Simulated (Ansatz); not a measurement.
# C3H8Ge: one species, many methods

An exercise on one series of results from a longer session: the logs are not shown, and one member is left open.

Program: Ansatz 0.2.0, Gaussian basis. Level of theory: functionals in def2-TZVPP, the program's frozen cores in correlated methods. These are calculated values, not measurements.

Plan: LDA (SPW92), PBE-D4, revPBE-D4, BLYP-D4, r2SCAN-D4, B97M-V, PBE0-D4, B3LYP-D4, r2SCANh-D4, r2SCAN0-D4, HSE06-D4, BHLYP-D4, CAM-B3LYP-D4, LC-ωPBE, ωB97X-V, ωB97M-V, B2PLYP, PBE-QIDH; CCSD(T)/def2-SVP; CCSD(T)/def2-TZVPP; MP2/def2-QZVPP; extrapolation to the limit; RPA on PBE.

## The relaxed structure

An earlier PBE0-D4 in a triple-zeta def2 set relaxation fixed the geometry.

SMILES `C[CH](C)[GeH]`, 12 atoms, charge 0, spin multiplicity 1.

Atoms are counted from 1 here; the program's logs count them from 0.

Bond lengths: C1–C2 1.519 Å, C1–H5 1.094 Å, C1–H6 1.094 Å, C1–H7 1.097 Å, C2–C3 1.528 Å, C2–Ge4 2.004 Å, C2–H8 1.096 Å, C3–H9 1.096 Å, C3–H10 1.094 Å, C3–H11 1.096 Å, Ge4–H12 1.602 Å. Angles: C2–C1–H5 112.4°, C2–C1–H6 110.8°, C2–C1–H7 111.1°, H5–C1–H6 107.6°, H5–C1–H7 107.0°, H6–C1–H7 107.7°, C1–C2–C3 111.7°, C1–C2–Ge4 114.5°, C1–C2–H8 109.5°, C3–C2–Ge4 104.8°, C3–C2–H8 108.6°, Ge4–C2–H8 107.4°, C2–C3–H9 110.8°, C2–C3–H10 111.1°, C2–C3–H11 112.9°, H9–C3–H10 107.3°, H9–C3–H11 106.6°, H10–C3–H11 107.8° and more.

Set-up of the first run:

in.yaml reads:

```yaml
crystal:
  periodic: [false, false, false]
  atoms:
    - {symbol: C, position_ang: [-0.644840, 0.948397, -0.674256]}
    - {symbol: C, position_ang: [0.234437, -0.275578, -0.481699]}
    - {symbol: C, position_ang: [1.019294, -0.207259, 0.826977]}
    - {symbol: Ge, position_ang: [-0.765210, -2.010192, -0.390848]}
    - {symbol: H, position_ang: [-1.218499, 0.906903, -1.604922]}
    - {symbol: H, position_ang: [-1.357593, 1.048993, 0.149454]}
    - {symbol: H, position_ang: [-0.044048, 1.865781, -0.708202]}
    - {symbol: H, position_ang: [0.944652, -0.350537, -1.312591]}
    - {symbol: H, position_ang: [1.694788, 0.656325, 0.831986]}
    - {symbol: H, position_ang: [0.347083, -0.100224, 1.684037]}
    - {symbol: H, position_ang: [1.642698, -1.092866, 0.997514]}
    - {symbol: H, position_ang: [-1.775962, -1.445043, 0.716449]}
basis:
  gaussian: {orbitals: def2-TZVPP}
hamiltonian: {xc: lda}
output: {orbitals: {seedname: orbitals}}
```

Started as:

```console
> ansatz run in.yaml --threads 4 --pin off --events-out ev --progress --plain --max-ram 10444MiB
```

Among the steps run: LDA; PBE-D4 (GGA); revPBE-D4 (GGA); BLYP-D4 (GGA); r2SCAN-D4 (meta-GGA); B97M-V (meta-GGA); PBE0-D4 (hybrid); B3LYP-D4 (hybrid); r2SCANh-D4 (hybrid); r2SCAN0-D4 (hybrid); HSE06-D4 (hybrid); BHLYP-D4 (hybrid); CAM-B3LYP-D4 (range-separated); LC-ωPBE (range-separated); ωB97X-V (range-separated); ωB97M-V (range-separated); B2PLYP (double hybrid); PBE-QIDH (double hybrid).

One of the session's tables, all rows but one given; the rest of the session is left out.

| functional | HOMO (eV) | LUMO (eV) | gap (eV) |
| --- | --- | --- | --- |
| LDA (SPW92) | -5.26 | -3.64 | 1.63 |
| PBE-D4 | ? | ? | ? |
| revPBE-D4 | -5.09 | -3.25 | 1.85 |
| BLYP-D4 | -5.03 | -3.29 | 1.75 |
| r2SCAN-D4 | -5.37 | -3.25 | 2.11 |
| B97M-V | -5.40 | -3.27 | 2.13 |
| PBE0-D4 | -6.16 | -2.50 | 3.65 |
| B3LYP-D4 | -6.00 | -2.76 | 3.24 |
| r2SCANh-D4 | -5.74 | -2.93 | 2.81 |
| r2SCAN0-D4 | -6.31 | -2.46 | 3.85 |
| HSE06-D4 | -5.77 | -2.88 | 2.89 |
| BHLYP-D4 | -7.08 | -1.62 | 5.47 |
| CAM-B3LYP-D4 | -7.43 | -1.47 | 5.95 |
| LC-ωPBE | -8.67 | -0.26 | 8.41 |
| ωB97X-V | -8.37 | -0.41 | 7.95 |
| ωB97M-V | -8.26 | -0.55 | 7.71 |

Q: Estimate the row for PBE-D4 from the others.

**Answer.** HOMO (eV): -5.14; LUMO (eV): -3.36; gap (eV): 1.78. In the column «HOMO (eV)» it lies between LDA (SPW92) (-5.26) and revPBE-D4 (-5.09).
